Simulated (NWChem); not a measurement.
# BrH (hydrogen bromide) at M06-L/jorge-TZP-DKH (DKH3)

We compute a single-point energy of BrH (hydrogen bromide). 

The results are computed with NWChem 7.3.0.

## 1. The molecule

BrH: 2 atoms, total charge 0, spin state singlet. As SMILES, `Br`. The coordinates come from a GFN2-xTB relaxation.

Bond lengths: Br1–H2 1.401 Å.

## 2. The energy at M06-L/jorge-TZP-DKH (DKH3)

The input, nw.xyz:

```xyz
2

Br    -0.594900     0.214950    -0.300840
H      0.594900    -0.214950     0.300840
```

The input, run.py:

```python
from ase.io import read
from ase.calculators.nwchem import NWChem

atoms = read('nw.xyz')

calc = NWChem(
    label='nw',
    theory='dft',
    memory='2200 mb',
    basis='jorge-TZP-DKH',
    basispar='spherical bse',
    relativistic={'douglas-kroll': 'dk3'},
    dft={'xc': 'm06-l', 'mult': '1', 'grid': 'fine', 'direct': None, 'iterations': '150', 'mulliken': None},
    task='energy',
)
atoms.calc = calc

print(f"energy = {atoms.get_potential_energy():.6f} eV")
print("dipole (e A):", atoms.get_dipole_moment().round(4))
```

On the command line:

```bash
$ export ASE_NWCHEM_COMMAND="nwchem PREFIX.nwi > PREFIX.nwo"
$ python run.py
```

**Question.** What will come out? Wanted: total energy; dipole moment; HOMO energy; LUMO energy; HOMO–LUMO gap.

Computed results:

At M06-L/jorge-TZP-DKH (DKH3):

| quantity | value |
| --- | --- |
| total energy | -2606.78521 Eh |
| dipole moment | 0.88 D |
| HOMO energy | -7.53 eV |
| LUMO energy | -0.32 eV |
| HOMO–LUMO gap | 7.21 eV |
